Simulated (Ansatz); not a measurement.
# CH₈B₂Si₂: one species, many methods

An exercise on one series of results from a longer session: the logs are not shown, and one member is left open.

Method: functionals in def2-TZVPP, the program's frozen cores in correlated methods; program: Ansatz 0.2.0, Gaussian basis.

Levels to be run: PBE-D4, r2SCAN-D4, PBE0-D4, B3LYP-D4, ωB97X-V, ωB97M-V, B2PLYP; CCSD(T)/def2-TZVPP; MP2/def2-QZVPP; extrapolation to the limit.

**The relaxed structure**

All runs share one geometry, relaxed beforehand with PBE0-D4 in a triple-zeta def2 set.

13 atoms, charge 0, spin multiplicity 1.

Atoms are counted from 1 here; the program's logs count them from 0.

Bond lengths: B1–C2 1.558 Å, B1–B4 1.826 Å, B1–Si5 2.104 Å, B1–H6 1.354 Å, B1–H7 1.193 Å, C2–Si3 1.900 Å, C2–Si5 1.883 Å, C2–H8 1.084 Å, Si3–B4 2.046 Å, Si3–H9 1.489 Å, Si3–H10 1.487 Å, B4–Si5 2.080 Å, B4–H6 1.289 Å, B4–H11 1.190 Å, Si5–H12 1.485 Å, Si5–H13 1.486 Å. Angles: C2–B1–B4 95.0°, C2–B1–Si5 59.7°, C2–B1–H6 122.3°, C2–B1–H7 130.2°, B4–B1–Si5 63.5°, B4–B1–H6 44.8°, B4–B1–H7 134.0°, Si5–B1–H6 108.2°, Si5–B1–H7 127.6°, H6–B1–H7 102.7°, B1–C2–Si3 91.9°, B1–C2–Si5 74.7°, B1–C2–H8 125.4°, Si3–C2–Si5 87.4°, Si3–C2–H8 131.1°, Si5–C2–H8 128.9°, C2–Si3–B4 78.6°, C2–Si3–H9 116.6° and more.

Set-up of the first run:

Input file in.yaml:

```yaml
crystal:
  periodic: [false, false, false]
  atoms:
    - {symbol: B, position_ang: [-1.189840, 0.435889, -0.032852]}
    - {symbol: C, position_ang: [-0.197791, 0.150089, -1.199472]}
    - {symbol: Si, position_ang: [0.476135, -1.398483, -0.330048]}
    - {symbol: B, position_ang: [-0.111460, -0.260800, 1.266116]}
    - {symbol: Si, position_ang: [0.780454, 1.168502, 0.045811]}
    - {symbol: H, position_ang: [-1.361312, -0.425070, 0.997381]}
    - {symbol: H, position_ang: [-2.202388, 1.067139, -0.019359]}
    - {symbol: H, position_ang: [-0.386274, 0.352913, -2.247146]}
    - {symbol: H, position_ang: [1.899029, -1.747855, -0.597122]}
    - {symbol: H, position_ang: [-0.372825, -2.591049, -0.593349]}
    - {symbol: H, position_ang: [-0.107297, -0.300027, 2.455665]}
    - {symbol: H, position_ang: [2.229525, 0.875549, 0.189679]}
    - {symbol: H, position_ang: [0.564346, 2.638305, 0.079694]}
basis:
  gaussian: {orbitals: def2-TZVPP}
hamiltonian: {xc: pbe, dispersion: d4}
output: {forces: true, orbitals: {seedname: orbitals}}
```

Run with:

```bash
ansatz run in.yaml --threads 4 --pin off --events-out ev --progress --plain --max-ram 10444MiB
```

Steps of the session up to this table: PBE-D4 (GGA); r2SCAN-D4 (meta-GGA); PBE0-D4 (hybrid); B3LYP-D4 (hybrid); ωB97X-V (range-separated); ωB97M-V (range-separated); B2PLYP (double hybrid); CCSD(T) in def2-TZVPP; MP2 in def2-QZVPP.

One of the session's tables, all rows but one given; the rest of the session is left out.

```
            method  atomisation energy (kcal/mol)
            PBE-D4                         1072.4
         r2SCAN-D4                         1069.5
           PBE0-D4                         1066.2
          B3LYP-D4                         1052.8
           ωB97X-V                         1063.9
           ωB97M-V                         1062.0
            B2PLYP                         1040.8
     HF/def2-TZVPP                          795.3
    MP2/def2-TZVPP                         1041.1
   CCSD/def2-TZVPP                              ?
CCSD(T)/def2-TZVPP                         1028.9
           MP2/CBS                         1065.4
       CCSD(T)/CBS                         1053.2
```

Q: Estimate the row for CCSD/def2-TZVPP from the others.

The run gave: atomisation energy (kcal/mol): 1013.2. In the column «atomisation energy (kcal/mol)» it lies between HF/def2-TZVPP (795.3) and CCSD(T)/def2-TZVPP (1028.9).

Limits of these values: Free atoms (2 B, 1 C, 2 Si, 8 H) were run apart at each level; the atomisation energy is their sum less the molecule, without zero-point or spin-orbit terms.
